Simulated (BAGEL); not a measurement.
**GeO (SMILES [O]=[Ge]): HF/cc-pVTZ (density fitting with cc-pvqz-jkfit)**

What is the vertical ionisation energy of GeO at HF/cc-pVTZ (density fitting with cc-pvqz-jkfit)? 

The results are computed with BAGEL 1.2.2.

11 further runs of the same task are left out: 7 that didn't finish, 4 set aside as unsound or not needed.

**1. The structure to begin with**

GeO has 2 atoms, charge 0, and is taken as a singlet. SMILES: `[O]=[Ge]`. The shape is that of a PBE0-D4/def2-TZVP optimisation.

Bond lengths: O1–Ge2 1.623 Å.

**2. A single-point energy at HF/cc-pVTZ (density fitting with cc-pvqz-jkfit)**

input.json reads:

```json
{ "bagel" : [

{
  "title" : "molecule",
  "basis" : "cc-pvtz.json",
  "df_basis" : "cc-pvqz-jkfit",
  "angstrom" : true,
  "geometry" : [
    { "atom" : "O", "xyz" : [       0.000000,       0.000000,      -0.023040 ] },
    { "atom" : "Ge", "xyz" : [       0.000000,       0.000000,       1.599530 ] }
  ]
},

{
  "title" : "hf"
},

{
  "title" : "print",
  "file" : "orbitals.molden",
  "orbitals" : true
}

]}
```

The basis set cc-pVTZ is read from a file made from the Basis Set Exchange's data (not shown).

Command:

```
$ BAGEL_NUM_THREADS=1 BAGEL input.json > input.out
```

Log:

```text
* using 1 threads per process

  ===============================================================
  ===============================================================

  *** Geometry ***

  { "atom" : "O", "xyz" : [      0.000000,      0.000000,     -0.043539 ] },
  { "atom" : "Ge", "xyz" : [      0.000000,      0.000000,      3.022674 ] },

  Number of auxiliary basis functions:      324

  Since a DF basis is specified, we compute 2- and 3-index integrals:
    o Being stored without compression. Storage requirement is 0.014 GB

  Number of basis functions:       73
  Number of electrons      :       40

    * METHOD: MOLECULE                             0.12

  *** RHF ***

  === Nuclear Repulsion ===
    83.4906142302

      * DIIS with orbital gradients will be used.

  === RHF iteration (cc-pvtz.json) ===
      0      -2149.94369167          0.03261022           0.03
      1      -2149.39894707          0.06781875           0.03
      2      -2150.27814228          0.00548452           0.03
      3      -2150.28711867          0.00068061           0.03
      4      -2150.28738225          0.00024893           0.03
      5      -2150.28740317          0.00009063           0.03
      6      -2150.28740683          0.00002940           0.03
      7      -2150.28740746          0.00000632           0.03
      8      -2150.28740749          0.00000163           0.03
      9      -2150.28740750          0.00000059           0.03
     10      -2150.28740750          0.00000021           0.03
     11      -2150.28740750          0.00000004           0.03
     12      -2150.28740750          0.00000001           0.03
    * SCF iteration converged.

    * Permanent dipole moment:
           (   -0.000000,     0.000000,    -1.585560) a.u.

    * METHOD: HF                                   0.52

    * METHOD: PRINT                                0.01

  ===============================================================
```

It took 0.8 s on 1 thread of Arm Neoverse V2, shared host.

**3. The doublet cation**

calc.json reads:

```json
{ "bagel": [

{
  "title": "molecule",
  "basis": "cc-pvtz.json",
  "df_basis": "cc-pvqz-jkfit",
  "angstrom": true,
  "geometry": [
    { "atom": "O", "xyz": [    0.000000,    0.000000,   -0.023040 ] },
    { "atom": "Ge", "xyz": [    0.000000,    0.000000,    1.599530 ] }
  ]
},
{ "title": "uhf", "charge": 1, "nopen": 1 },
{ "title": "print", "file": "orbitals.molden", "orbitals": true }

]}
```

The basis set cc-pVTZ is read from a file made from the Basis Set Exchange's data (not shown).

Command:

```
$ BAGEL_NUM_THREADS=1 BAGEL calc.json > calc.out
```

Log:

```text
* using 1 threads per process

  ===============================================================
  ===============================================================

  *** Geometry ***

  { "atom" : "O", "xyz" : [      0.000000,      0.000000,     -0.043539 ] },
  { "atom" : "Ge", "xyz" : [      0.000000,      0.000000,      3.022674 ] },

  Number of auxiliary basis functions:      324

  Since a DF basis is specified, we compute 2- and 3-index integrals:
    o Being stored without compression. Storage requirement is 0.014 GB

  Number of basis functions:       73
  Number of electrons      :       40

    * METHOD: MOLECULE                             0.12

  *** Open-shell HF ***

  === Nuclear Repulsion ===
    83.4906142302

      * DIIS with orbital gradients will be used.

  === UHF iteration (cc-pvtz.json) ===
      0      -2149.59429946          0.06093029           0.06
      1      -2149.09475221          0.12629362           0.06
      2      -2148.94450504          0.10487594           0.06
      3      -2149.88089137          0.01911696           0.06
      4      -2149.91256142          0.00489409           0.06
      5      -2149.92109681          0.00337150           0.06
      6      -2149.92999498          0.00238761           0.06
      7      -2149.93404429          0.00121830           0.06
      8      -2149.93482515          0.00075344           0.06
      9      -2149.93508806          0.00043096           0.06
     10      -2149.93512268          0.00008257           0.06
     11      -2149.93513025          0.00001283           0.06
     12      -2149.93513131          0.00000640           0.06
     13      -2149.93513183          0.00000465           0.06
     14      -2149.93513239          0.00000202           0.06
     15      -2149.93513251          0.00000051           0.06
     16      -2149.93513251          0.00000023           0.06
     17      -2149.93513251          0.00000008           0.06
     18      -2149.93513251          0.00000004           0.06
     19      -2149.93513251          0.00000002           0.06
     20      -2149.93513251          0.00000001           0.06
    * SCF iteration converged.

    * S^2 (UHF) is 0.7963

    * Permanent dipole moment:
           (   -0.000000,     0.000000,    -1.119167) a.u.

    * METHOD: UHF                                  1.41

    * METHOD: PRINT                                0.01

  ===============================================================
```

Wall time 1.7 s (1 thread of Arm Neoverse V2, shared host).

**4. Summary of results**

Level: HF/cc-pVTZ (density fitting with cc-pvqz-jkfit).

| quantity | value |
| --- | --- |
| singlet GeO: total energy | -2150.28741 Eh |
| singlet GeO: dipole moment | 4.03 D |
| singlet GeO: HOMO energy | -11.52 eV |
| singlet GeO: LUMO energy | 0.89 eV |
| singlet GeO: HOMO–LUMO gap | 12.41 eV |
| doublet cation: total energy | -2149.93513 Eh |
| doublet cation: ⟨S²⟩ | 0.796 |
| vertical ionisation energy (to the doublet cation) | 9.586 eV |

Removing an electron at fixed nuclei costs 9.59 eV (925 kJ/mol). −ε(HOMO) before ionisation, 11.52 eV, is 1.94 eV above this ionisation energy.
